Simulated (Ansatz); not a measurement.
# Ge (Germanium): how the settings move a relaxation

Question: which choices in the input matter for Ge (Germanium)?

Program: Ansatz 0.2.0. Level of theory: reference: DFT, r2SCAN, PAW with Ansatz's default frozen-core files, scalar-relativistic; relaxation of cell and atoms. These are calculated values, not measurements.

## (1) The structure to begin with

It takes space group Fd-3m (No. 227, cubic). The conventional cell has a = 5.658 Å, b = 5.658 Å, c = 5.658 Å, α = 90.00°, β = 90.00°, γ = 90.00°. Around Ge (site symmetry -43m) lie 4 Ge at 2.45 Å.

Structure file:

```xyz
2
Lattice="0.0000 2.8289 2.8289 2.8289 0.0000 2.8289 2.8289 2.8289 0.0000" Properties=species:S:1:pos:R:3 pbc="T T T"
Ge    2.8289    2.8289    2.8289
Ge    4.2434    4.2434    4.2434
```

## (2) Baseline

The input, input.yaml:

```yaml
crystal:
  lattice:
    - [0.0, 2.82891, 2.82891]
    - [2.82891, 0.0, 2.82891]
    - [2.82891, 2.82891, 0.0]
  atoms:
    - { symbol: Ge, position: [0.5, 0.5, 0.5] }
    - { symbol: Ge, position: [0.75, 0.75, 0.75] }
kpoints:
  mp_grid: { grid: [12, 12, 12] }
scf:
  occupations: { method: fermi_dirac, width: 0.05 }
hamiltonian:
  xc: r2scan
  pseudopotentials: { kind: paw }
relax:
  f_tol: 0.002
  max_steps: 80
  cell: {}
output:
  forces: true
  stress: true
  write_density: true
  write_potential: true
  elf: true
  volumetric_format: npy
```

Command:

```console
$ ansatz run input.yaml --threads 1 --pin off --max-ram 3072MiB --backend cpu --events-out ev --progress --plain --runs-dir out
```

## (3) The same system, input altered

Edit input.yaml of step 2 so:

```diff
@@ -9,5 +9,5 @@
 kpoints:
-  mp_grid: { grid: [12, 12, 12] }
+  mp_grid: { grid: [12, 12, 12], shift: [0.5, 0.5, 0.5] }
 scf:
-  occupations: { method: fermi_dirac, width: 0.05 }
+  occupations: { method: fixed }
 hamiltonian:
@@ -22,5 +22 @@
   stress: true
-  write_density: true
-  write_potential: true
-  elf: true
-  volumetric_format: npy
```

(Steps that only read results are left out.)

Q: Predict the outcome of this session. Wanted: for each run, ending; energy change; pressure; gap; force.

The runs gave:

```tsv
run	ending	energy change	pressure (GPa)	gap (eV)	force (eV/Å)	cycles	time
reference	converged	0	0.0	0.35	0.00	19	19 s
1: mp_grid.shift [0.5, 0.5, 0.5], occupations.method fixed	converged	-0.5 meV/atom (σ→0)	0.0	0.49	0.00	19	29 s
```

Times don't compare one to one where runs were asked for different outputs or read a saved state (see the inputs); cycles may leave out searches for a lower state.

What this shows: Changing the k-point mesh and smearing moves the energy by -0.5 meV/atom (σ→0 values), and the gap on the mesh goes from 0.35 to 0.49 eV. More than one kind of setting changed, and this run alone doesn't tell their shares apart. A gap read on a mesh depends on which points the mesh holds, and a coarse mesh shifts the density too.
